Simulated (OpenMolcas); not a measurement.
# Eu²⁺ among point charges: CASSCF levels and susceptibility

Aim: the splitting of the states of Eu²⁺ in the field of 6 point charges, its lowest levels with spin-orbit coupling and its magnetic susceptibility.

Method: state-averaged CASSCF, spin-orbit coupling by RASSI with atomic mean-field integrals. Code: OpenMolcas 26.06.

## (1) What is computed

| Property | Result |
| --- | --- |
| Species | Eu²⁺ (europium, Z = 63, 61 electrons) |
| Basis | ANO-RCC-VDZP [7s6p4d2f1g], 68 functions |
| Scalar Hamiltonian | DKH2, point nucleus |
| Inactive shells | 1s 2s 2p 3s 3p 3d 4s 4p 4d 5s 5p |
| Active space | 7 electrons in 7 orbitals (4f) |
| Some configurations of this space | 4f7 |
| Orbitals | optimised for the highest spin of each parity, averaged over all roots |

The outer shells:

4f7
```
4f [↑ ][↑ ][↑ ][↑ ][↑ ][↑ ][↑ ]
```

The ion sits among 6 point charges of -0.5 e arranged as a trigonal antiprism (D3d), 2.37 Å from the ion, with a polar angle of 62.4° against the regular 54.74°.

Each step is its own input file, run in one work folder so that later steps find the files of earlier ones. Labels, J, g values, rates, χT and fits are worked out afterwards by a script from the matrices that RASSI stores. The input lists half of the charges; inversion (Group=XYZ) makes the rest.

## (2) GATEWAY and SEWARD: basis and integrals

The input, a.inp:

```
&GATEWAY
Coord
1

Eu 0.0 0.0 0.0
Basis=ANO-RCC-VDZP
Group=XYZ
NoMove
AngMom=0.0 0.0 0.0
AMFI
XField
3 Angstrom 0
0.000000 2.100276 1.098063 -0.500000
1.818892 -1.050138 1.098063 -0.500000
1.818892 1.050138 -1.098063 -0.500000
&SEWARD
```

## (3) CASSCF: octets of odd parity, 1 root

The input, a.inp:

```
&RASSCF
FileOrb=start.orb
Symmetry=2
Spin=8
nActEl=7 0 0
Inactive=15 12
Ras2=0 7
CIRoot=1 1 1
SDav=1
CIMx=300
Iter=120 100
PrWF=0.3
OrbListing=Nothing
MaxOrb=0
>>> COPY $Project.JobIph JOB001
```

start.orb holds the contracted functions of the basis, ordered by shell, or the orbitals of the step before.

## (4) Reference wave functions, sextets of odd parity, 48 roots

The input, a.inp:

```
&RASSCF
FileOrb=start.orb
Symmetry=2
Spin=6
nActEl=7 0 0
Inactive=15 12
Ras2=0 7
CIRoot=48 48 1
SDav=48
CIMx=300
Iter=120 100
PrWF=0.3
OrbListing=Nothing
MaxOrb=0
CIOnly
>>> COPY $Project.JobIph JOB002
```

## (5) State interaction with spin-orbit coupling

The input, a.inp:

```
&RASSI
NrOfJobIphs=2 1 21
1
1 2 3 4 5 6 7 8 9 10 11 12 13 14 15 16 17 18 19 20 21
IphNames
JOB001
JOB002
EJob
SpinOrbit
DIPRint=1.0
SOCoupling=1000.0
Subsets=2
Property=9
'ANGMOM' 1 'ANGMOM' 2 'ANGMOM' 3 'MLTPL  1' 1 'MLTPL  1' 2 'MLTPL  1' 3
'AMFI' 1 'AMFI' 2 'AMFI' 3
SOProperty=3
'ANGMOM' 1 'ANGMOM' 2 'ANGMOM' 3
```

**Question.** What will these runs give? Wanted: spin-free ground state; lowest level; next level.

As calculated:

| quantity | value |
| --- | --- |
| method | CASSCF |
| spin-free ground state | 8A1, 1-fold in its orbital part |
| lowest level | 2-fold E1/2, g = 2.00, 7.99, 7.99 |
| next level | 0.2 cm⁻¹ |
| χT at 300 K | 7.86 cm³ K/mol |
| effective moment at 300 K | 7.93 μB |

**Reading.** The spin-free ground state (8A1) comes to 100 % from free-ion S terms and keeps the highest spin of the shell. The sextets rest on orbitals optimised for another spin in at least one step, which raises them against the optimised states. Not all states of the active space went into the spin-orbit step. Terms of lower spin are left out of the spin-orbit mixing, so the small splitting that they give the half-filled shell's ground term is missing or unsound. High states of lower spin are left out of the spin-orbit mixing, and CASSCF puts spin-flip levels too high. Point charges carry no covalency, so the field is a model and not that of real ligands.
